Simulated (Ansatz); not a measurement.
# HfSiH₂+ (doublet): the correlation ladder, def2-SVP

The task here is to estimate one member of a computed series from the others.

Program: Ansatz 0.2.0, Gaussian basis. Level of theory: def2-SVP, core rule «outside noble gas», up to 9 orbitals frozen. These are calculated values, not measurements.

The runs, in order: UHF; CCSD(T) on ROHF; CCSD(T) on UHF; CISD as a restricted active space (open shells left free, so some higher excitations enter); CCSDT(Q) on ROHF; CCSDT(Q) on UHF; CASSCF and MRCISD+Q, 9 electrons in 9 orbitals; CASSCF and NEVPT2, 9 electrons in 9 orbitals.

26 further runs of the same task are left out: 7 that didn't finish, 19 set aside as unsound or not needed. Runs told in other sessions of the task aren't counted.

**What is computed**

The geometry is a PBE0/def2-TZVP stationary point (not a proven minimum) of the parent state, kept for this charge and spin. No spin-orbit coupling is included. Elements past krypton take def2 core potentials.

4 atoms, charge 1, spin multiplicity 2.

Atoms are counted from 1 here; the program's logs count them from 0.

Bond lengths: Hf1–Si2 2.574 Å, Si2–H3 1.505 Å, Si2–H4 1.505 Å. Angles: Hf1–Si2–H3 121.3°, Hf1–Si2–H4 121.3°, H3–Si2–H4 103.7°.

The first run:

in.yaml

```yaml
crystal:
  periodic: [false, false, false]
  atoms:
    - {symbol: Hf, position_ang: [-0.006792, 0.000000, 0.378902]}
    - {symbol: Si, position_ang: [0.072482, 0.000000, -2.193437]}
    - {symbol: H, position_ang: [-0.408472, -1.183253, -2.989449]}
    - {symbol: H, position_ang: [-0.408472, 1.183253, -2.989449]}
basis:
  gaussian: {orbitals: def2-SVP}
total_charge: 1
magnetization: {spin_polarized: true, initial_magnetization: 1}
hamiltonian: {xc: hf}
output: {orbitals: {seedname: orbitals}}
```

Command:

```
ansatz run in.yaml --threads 1 --pin off --events-out ev --progress --plain --max-ram 2393MiB
```

Steps of the session up to this table: UHF; CCSD(T) on ROHF; CCSD(T) on UHF; CISD as a restricted active space (open shells left free, so some higher excitations enter); CCSDT(Q) on ROHF; CCSDT(Q) on UHF; CASSCF and MRCISD+Q, 9 electrons in 9 orbitals; CASSCF and NEVPT2, 9 electrons in 9 orbitals.

One of the session's tables, all rows but one given; the rest of the session is left out.

| method | from RCCSDT(Q) (kcal/mol) |
| --- | --- |
| ROHF | +118.60 |
| UHF | +100.74 |
| RMP2 | +33.13 |
| UMP2 | +28.06 |
| CISD | +19.61 |
| RCCSD | +7.48 |
| UCCSD | +6.51 |
| RCCSD(T) | +2.24 |
| UCCSD(T) | +2.65 |
| RCCSDT | +0.61 |
| UCCSDT | +1.11 |
| RCCSDT(Q) | 0 |
| UCCSDT(Q) | +0.77 |
| CASSCF frontier | +69.09 |
| NEVPT2 frontier | +23.07 |
| MRCISD frontier | ? |
| MRCISD+Q frontier | +3.11 |

Q: Estimate the row for MRCISD frontier from the others.

The run gave: from RCCSDT(Q) (kcal/mol): +7.50. In the column «from RCCSDT(Q) (kcal/mol)» it lies between RCCSD (+7.48) and CISD (+19.61).

Limits of these values: The determinant of HF (⟨S²⟩ 1.79) is far from a pure spin state, so its energy mixes those of several spin states; that is harmless only where they are near-degenerate. The determinant of CCSD(T) (⟨S²⟩ 1.68) is far from a pure spin state, so its energy mixes those of several spin states; high orders of coupled cluster remove much of that, low ones don't. The determinant of CCSDT(Q) (⟨S²⟩ 1.68) is far from a pure spin state, so its energy mixes those of several spin states; high orders of coupled cluster remove much of that, low ones don't. Warnings: spin contamination; coupled cluster took another determinant than the lowest; large T1 diagnostic. Restricted and unrestricted rows rest on different reference determinants; a gap between their highest levels can come from leftover correlation error, from unlike frozen cores or from another state.
